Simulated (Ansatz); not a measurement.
# YbO (WC type): a single-point run

Aim: a sound single-point run of YbO (WC type). The structure is shown as the input types it.

Program: Ansatz 0.2.0. Level of theory: DFT PBEsol, scalar-relativistic, plane waves, PAW. These are calculated values, not measurements.

## 1. The structure to begin with

Symmetry: P-6m2, No. 187, hexagonal system. Conventional cell: a = 3.248 Å, b = 3.248 Å, c = 2.985 Å, α = 90.00°, β = 90.00°, γ = 120.00°. Yb (site symmetry -6m2) is surrounded by 6 O at 2.40 Å. O (site symmetry -6m2) has 6 Yb at 2.40 Å as nearest neighbours.

Structure file:

```
CELL_PARAMETERS angstrom
3.24800 0.00000 0.00000
-1.62400 2.81285 0.00000
0.00000 0.00000 2.98475
ATOMIC_POSITIONS crystal
Yb 0.00000 0.00000 0.00000
O 0.66667 0.33333 0.50000
```

## 2. Running it

input.yaml

```yaml
crystal:
  lattice:
    - [3.248003279487, -2.886746143997e-11, 0.0]
    - [-1.624001639719, 2.812853351626, 0.0]
    - [0.0, 0.0, 2.9847533672]
  atoms:
    - { symbol: Yb, position: [-3.700743415525e-17, 0.0, 0.0] }
    - { symbol: O, position: [0.6666666666667, 0.3333333333333, 0.5] }
basis:
  ecutwfc: 420
  ecutrho_ratio: 4
kpoints:
  mp_grid: { grid: [12, 12, 10] }
hamiltonian:
  xc: pbesol
scf:
  occupations: { method: fermi_dirac, width: 1.0 }
  max_iter: 60
output:
  forces: true
  stress: true
```

Launch:

```bash
> ansatz run input.yaml --threads 4 --pin off --max-ram 4096MiB --backend cpu --events-out ev --progress --plain --runs-dir out
```

Q: Will this input give a usable result? If not, why, and what should change?

The run converged and reported no error. That alone doesn't make the input a sound one.

Look at the input: scf.occupations.method is fermi_dirac; scf.occupations.width is 1.0. Occupations are smeared over electronvolts, wider than many features of the bands. A Fermi-Dirac width of 1 eV is an electron temperature of 11600 K.

The test: set scf.occupations.method to gaussian and scf.occupations.width to 0.05.
